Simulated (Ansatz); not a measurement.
**LaP: energy and pressure over a range of volumes**

An exercise on one series of results from a longer session: the logs are not shown, and one member is left open.

Computed with Ansatz 0.2.0 (DFT LDA, scalar-relativistic, unless a step's input says otherwise).

### The structure to begin with

Symmetry: Fm-3m, No. 225, cubic system. Conventional cell: a = 6.025 Å, b = 6.025 Å, c = 6.025 Å, α = 90.00°, β = 90.00°, γ = 90.00°. La (site symmetry m-3m) has 6 P at 3.01 Å as nearest neighbours. Around P (site symmetry m-3m) lie 6 La at 3.01 Å.

Structure file:

```xyz
2
Lattice="0.0000 3.0125 3.0125 3.0125 0.0000 3.0125 3.0125 3.0125 0.0000" Properties=species:S:1:pos:R:3 pbc="T T T"
La    0.0000    0.0000    0.0000
P     3.0125    3.0125    3.0125
```

Atoms are numbered in the order of the input: La1, P2.

Set-up of the first run:

Input file input.yaml:

```yaml
crystal:
  lattice:
    - [0.0, 2.9717855496, 2.9717855496]
    - [2.9717855496, 0.0, 2.9717855496]
    - [2.9717855496, 2.9717855496, 0.0]
  atoms:
    - { symbol: La, position: [0.0, 0.0, 0.0] }
    - { symbol: P, position: [0.5, 0.5, 0.5] }
kpoints:
  mp_grid: { grid: [10, 10, 10] }
  band_path:
    path:
      - [0.0, 0.0, 0.0]
      - [0.5, 0.0, 0.5]
      - [0.625, 0.25, 0.625]
      - [0.375, 0.375, 0.75]
      - [0.0, 0.0, 0.0]
      - [0.5, 0.5, 0.5]
      - [0.5, 0.25, 0.75]
      - [0.5, 0.0, 0.5]
    npoints: 5
scf:
  occupations: { method: fermi_dirac, width: 0.03 }
hamiltonian:
  xc: lda
  pseudopotentials: { kind: all_electron, lapw: { basis_error: 0.001 } }
output:
  forces: true
  stress: true
  eigenvalues: true
```

On the command line:

```
ansatz run input.yaml --threads 1 --pin off --max-ram 3072MiB --backend cpu --events-out ev --progress --plain --runs-dir out
```

Steps of the session up to this table: Volume × 0.96, LAPW; Volume × 0.96, PAW; Volume × 0.96, crystal datasets; Volume × 0.99, LAPW; Volume × 0.99, PAW; Volume × 0.99, crystal datasets; Volume × 1.02, LAPW; Volume × 1.02, PAW; Volume × 1.02, crystal datasets; Volume × 1.06, LAPW; Volume × 1.06, PAW; Volume × 1.06, crystal datasets.

One table of the session follows, with a row left open; its other results are not shown here.

| method | volume (Å³/atom) | pressure (GPa) |
| --- | --- | --- |
| LAPW | 26.245 | -0.17 |
| LAPW | 27.066 | -2.51 |
| LAPW | 27.886 | -4.50 |
| LAPW | 28.979 | -6.73 |
| PAW | 26.245 | -0.20 |
| PAW | 27.066 | -2.53 |
| PAW | 27.886 | ? |
| PAW | 28.979 | -6.75 |
| crystal datasets | 26.245 | -0.17 |
| crystal datasets | 27.066 | -2.51 |
| crystal datasets | 27.886 | -4.50 |
| crystal datasets | 28.979 | -6.73 |

**Question.** Estimate the row for PAW, 27.886.

**Answer.** pressure (GPa): -4.53. In the column «pressure (GPa)» it lies between crystal datasets, 28.979 (-6.73) and LAPW, 27.886 (-4.50).

Limits of these values: Warnings in the runs' records: gradients without spin orbit, crystal datasets made.
